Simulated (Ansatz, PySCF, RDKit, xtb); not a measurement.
**CHClSn: from the formula to a structure**

Only the formula CHClSn is given. Aim: find the structure of lowest free energy at 298.15 K, then its properties.

Plan: many cheap relaxations first (GFN2-xTB), then density-functional screening, relaxation at PBE0-D3(BJ)/def2-SVP, vibrations and a final energy. The numbers are computed, not measured.

7 further runs of the same task are left out: 7 set aside as unsound or not needed.

**1. Possible bonding patterns**

All bonding patterns within simple valence rules are listed by program: one Lewis structure each, at most two rings and one unusual centre or charged pair. O–O, O–halogen and N–halogen bonds and N–N–N chains are not drawn. That gives 5 candidates.

| label | SMILES | spin |
| --- | --- | --- |
| c174 | Cl[CH]=[Sn] | triplet |
| c228 | [C+]#[SnH-][Cl] | singlet |
| c479 | Cl[CH]=[Sn] | singlet |
| c535 | [CH]#[Sn][Cl] | singlet |
| c933 | Cl[C]#[SnH] | singlet |

Candidates are built by distance geometry, with a force field where one applies, in up to four conformers (letters a to d). 6 starts with atoms placed at random are added, to find patterns that the rules miss.

Q: Predict the outcome of this search (final energies at CCSD(T)/def2-TZVPP).

| quantity | value |
| --- | --- |
| lowest structure found | Cl[CH]=[Sn], singlet, Cs |
| next finalist | [Cl][CH][Sn] ‡, triplet, 17.0 kcal/mol higher in G |
| share at equilibrium, among the finalists | 100.0 % |
| harmonic wavenumbers, lowest and highest (PBE0-D3(BJ)/def2-SVP) | 88 and 3161 cm⁻¹ |
| rotational constants, same geometry | 1.395, 0.05384, 0.05184 cm⁻¹ |
| dipole moment (PBE0/def2-TZVPD) | 2.39 D |
| HOMO energy (PBE0/def2-TZVPD) | -5.59 eV |
| LUMO energy (PBE0/def2-TZVPD) | -3.04 eV |
| HOMO–LUMO gap (PBE0/def2-TZVPD) | 2.55 eV |
| lowest excitation (TD-PBE0/def2-SVPD) | 1.17 eV (f = 0.000) |
| lowest triplet excitation, same level, Tamm-Dancoff | 0.80 eV |
| vertical ionisation energy | 7.45 eV |
| vertical electron affinity | 1.37 eV |
| vertical triplet less singlet | +0.63 eV |

The search ends on `Cl[CH]=[Sn]`. Among the finalists first place is clear (17.0 kcal/mol); structures outside the list aren't covered. r2SCAN-D4/def2-SVP, PBE0-D3(BJ)/def2-SVP and MP2/def2-TZVPP already put its bonding pattern lowest among the structures in one piece; HF/STO-3G and HF/def2-TZVPP favour the triplet [Cl][CH][Sn] ‡. Spin-orbit coupling, which matters for elements this heavy, is left out. The search is not exhaustive (a finite list of starts, one conformer a finalist), so a lower isomer can't be ruled out.

‡ marks the bonded skeleton alone, with all bonds drawn single: no Lewis structure was assigned that passes a check against the bond lengths.
